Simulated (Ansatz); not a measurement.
# Tl7Se8: the cost of one run

All numbers below are computed with Ansatz 0.2.0 (DFT PBEsol, plane waves, PAW, scalar-relativistic, no spin polarisation).

## (1) Starting point

The cell holds 15 atoms (Se8Tl7): a = 8.236 Å, b = 8.236 Å, c = 7.150 Å, α = 90.00°, β = 90.00°, γ = 90.00°.

As a file:

```xyz
15
Lattice="8.2357 0.0000 0.0000 0.0000 8.2357 0.0000 0.0000 0.0000 7.1496" Properties=species:S:1:pos:R:3 pbc="T T T"
Tl    0.0000    0.0000    5.3622
Tl    0.0000    0.0000    1.7874
Tl    0.0000    4.1179    1.7874
Tl    4.1179    0.0000    1.7874
Se    5.5741    1.4562    0.0000
Se    1.4562    2.6616    0.0000
Se    2.6616    1.4562    3.5748
Se    6.7795    2.6616    3.5748
Tl    4.1179    4.1179    5.3622
Tl    4.1179    0.0000    5.3622
Tl    0.0000    4.1179    5.3622
Se    1.4562    5.5741    3.5748
Se    5.5741    6.7795    3.5748
Se    6.7795    5.5741    0.0000
Se    2.6616    6.7795    0.0000
```

## (2) Run 1

240 steps of 3 fs at constant energy, with velocities drawn for 1400 K.

Contents of input.yaml:

```yaml
crystal:
  lattice:
    - [8.235721, 0.0, 0.0]
    - [0.0, 8.235721, 0.0]
    - [0.0, 0.0, 7.149613]
  atoms:
    - { symbol: Tl, position: [0.0, 0.0, 0.75] }
    - { symbol: Tl, position: [0.0, 0.0, 0.25] }
    - { symbol: Tl, position: [0.0, 0.5, 0.25] }
    - { symbol: Tl, position: [0.5, 0.0, 0.25] }
    - { symbol: Se, position: [0.6768174, 0.1768174, 0.0] }
    - { symbol: Se, position: [0.1768174, 0.3231826, 0.0] }
    - { symbol: Se, position: [0.3231826, 0.1768174, 0.5] }
    - { symbol: Se, position: [0.8231826, 0.3231826, 0.5] }
    - { symbol: Tl, position: [0.5, 0.5, 0.75] }
    - { symbol: Tl, position: [0.5, 0.0, 0.75] }
    - { symbol: Tl, position: [0.0, 0.5, 0.75] }
    - { symbol: Se, position: [0.1768174, 0.6768174, 0.5] }
    - { symbol: Se, position: [0.6768174, 0.8231826, 0.5] }
    - { symbol: Se, position: [0.8231826, 0.6768174, 0.0] }
    - { symbol: Se, position: [0.3231826, 0.8231826, 0.0] }
total_charge: -1
basis:
  ecutwfc: 420.0
kpoints:
  mp_grid: { grid: [1, 1, 1] }
hamiltonian:
  xc: pbesol
scf:
  occupations: { method: fermi_dirac, width: 0.05 }
  lower_state_search: "off"
md:
  timestep: 3
  n_steps: 240
  ensemble: nve
  temperature: 1400.0
  initial_velocities: maxwell_boltzmann
  seed: 668062
```

Command:

```console
$ ansatz run input.yaml --threads 1 --pin off --max-ram 3072MiB --backend cpu --events-out ev --progress --plain --runs-dir out
```

What time and memory should one allow on 1 thread of Arm Neoverse V2, shared host?

About 9.9 min, with a peak of 0.59 GiB.
